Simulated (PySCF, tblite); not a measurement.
# C₄H₉PSi₂: geometry, infrared bands and NMR shifts

Aim: predict the infrared bands and NMR shifts of C₄H₉PSi₂ (`C#C[C@@H]1C[SiH2]P[SiH2]1`).

Computed with tblite 0.8.0 and PySCF 2.14.0, with density-fitted response routines of our own, on a single molecule in the gas phase. Atoms are numbered from 0 throughout.

### Step 1. The starting structure

16 atoms, charge 0, multiplicity 1; geometry from: force field or distance geometry start.

Bonds of the start (Å): C0–C1 1.22, C1–C2 1.46, C2–C3 1.55, C3–Si4 1.87, Si4–P5 2.23, P5–Si6 2.25, Si6–C2 1.90, C0–H7 1.07, C2–H8 1.10, C3–H9 1.09, C3–H10 1.11, Si4–H11 1.49, Si4–H12 1.49, P5–H13 1.41, Si6–H14 1.48, Si6–H15 1.50.

### Step 2. Geometry optimisation with GFN2-xTB

What the job is given:

```
{"job": {"kind": "relax", "xc": "GFN2-xTB", "basis": "xTB"}, "charge": 0, "multiplicity": 1}
C      3.143300     0.856000     0.406900
C      2.016500     0.627500     0.013600
C      0.659300     0.347100    -0.448600
C     -0.385800     0.980800     0.499600
Si    -2.119600     0.452000     0.025500
P     -1.922000    -1.740700    -0.357800
Si     0.296800    -1.506700    -0.680900
H      4.128800     1.074000     0.753100
H      0.538300     0.805100    -1.443000
H     -0.305900     2.065700     0.503800
H     -0.200900     0.652300     1.540800
H     -2.508100     1.101300    -1.254800
H     -3.114700     0.708500     1.100500
H     -1.829600    -2.121000     1.000800
H      0.638800    -1.956500    -2.044800
H      0.957300    -2.336500     0.373700
```

Launch:

```
$ OMP_NUM_THREADS=1 python probes_run.py task.json out
```

The driver reads the jobs from task.json and runs them one after another.

**Question.** This job is followed by: GFN2-xTB harmonic vibrations, gas phase; GIAO PBE0/pcSseg-1 NMR shielding, non-relativistic, gas phase. What will the session give for the following? strongest single infrared mode (GFN2-xTB); zero-point energy (GFN2-xTB); ¹³C shifts against TMS (PBE0/pcSseg-1); ¹H shifts against TMS (PBE0/pcSseg-1); ²⁹Si shifts against TMS (PBE0/pcSseg-1); ³¹P shifts against H3PO4 (PBE0/pcSseg-1).

The runs gave:

| quantity | value |
| --- | --- |
| strongest single infrared mode (GFN2-xTB) | 774 cm⁻¹, 391 km/mol |
| zero-point energy (GFN2-xTB) | 66.4 kcal/mol |
| ¹³C shifts against TMS (PBE0/pcSseg-1) | 90.5, 74.9, 22.6, 17.8 ppm |
| ¹H shifts against TMS (PBE0/pcSseg-1) | 4.79, 4.69, 4.57, 4.33, 1.97, 1.78, 1.59, 1.06, 0.55 ppm |
| ²⁹Si shifts against TMS (PBE0/pcSseg-1) | -18.5, -28.9 ppm |
| ³¹P shifts against H3PO4 (PBE0/pcSseg-1) | -345.5 ppm |

What this shows: Relaxing lowered the energy by 0.134 eV in 104 steps; the close pair that moved most is C3–Si4, from 1.874 to 1.914 Å. No mode is imaginary among the 42: a minimum at this level. The strongest single mode, at 774 cm⁻¹, moves mainly H14 and H15. Unscaled tight-binding wavenumbers are off by several per cent, some by more. Its intensities can rank the bands wrongly. At PBE0/pcSseg-1: The largest span, 307 ppm, is at C1, where the paramagnetic term is -160 ppm.
